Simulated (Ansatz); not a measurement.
**Al2Au: a single-point run**

Aim: a sound single-point run of Al2Au. The structure is shown as the input types it.

Method: DFT, PBE, PAW with Ansatz's default frozen-core files, scalar-relativistic (as first typed), in Ansatz 0.2.0.

## 1. The structure to begin with

Symmetry: Fm-3m, No. 225, cubic system. The conventional cell has a = 11.338 Å, b = 11.338 Å, c = 11.338 Å, α = 90.00°, β = 90.00°, γ = 90.00°.

Structure file:

```
Al Au
1.0
     0.00000    5.66918    5.66918
     5.66918    0.00000    5.66918
     5.66918    5.66918    0.00000
Al Au
2 1
Direct
  0.25000 0.25000 0.25000
  0.75000 0.75000 0.75000
  0.00000 0.00000 0.00000
```

## 2. The calculation

File input.yaml:

```yaml
crystal:
  lattice:
    - [0.0, 5.6691783, 5.6691783]
    - [5.6691783, 0.0, 5.6691783]
    - [5.6691783, 5.6691783, 0.0]
  atoms:
    - { symbol: Al, position: [0.25, 0.25, 0.25] }
    - { symbol: Al, position: [0.75, 0.75, 0.75] }
    - { symbol: Au, position: [0.0, 0.0, 0.0] }
kpoints:
  mp_grid: { grid: [11, 11, 11] }
  band_path:
    path:
      - [0.0, 0.0, 0.0]
      - [0.5, 0.0, 0.5]
      - [0.625, 0.25, 0.625]
      - [0.375, 0.375, 0.75]
      - [0.0, 0.0, 0.0]
      - [0.5, 0.5, 0.5]
      - [0.5, 0.25, 0.75]
      - [0.5, 0.0, 0.5]
    npoints: 14
scf:
  occupations: { method: fermi_dirac, width: 0.05 }
  max_iter: 80
hamiltonian:
  xc: pbe
  pseudopotentials: { kind: paw }
output:
  forces: true
  stress: true
  eigenvalues: true
  efg: { contact_densities: true }
  populations: true
```

Started as:

```console
> ansatz run input.yaml --threads 1 --pin off --max-ram 3072MiB --backend cpu --events-out ev --progress --plain --runs-dir out
```

Q: Will this input give a usable result? If not, why, and what should change?

This run ends as converged, with warnings (gradients without spin orbit). Convergence says nothing about whether the input makes sense.

The structure is inflated by the factor 1.89 between bohr and ångström. The shortest distance in the input is 4.91 Å, between atoms 1 (Al) and 3 (Au).

Remedy: convert the lengths to the unit that the input reads.
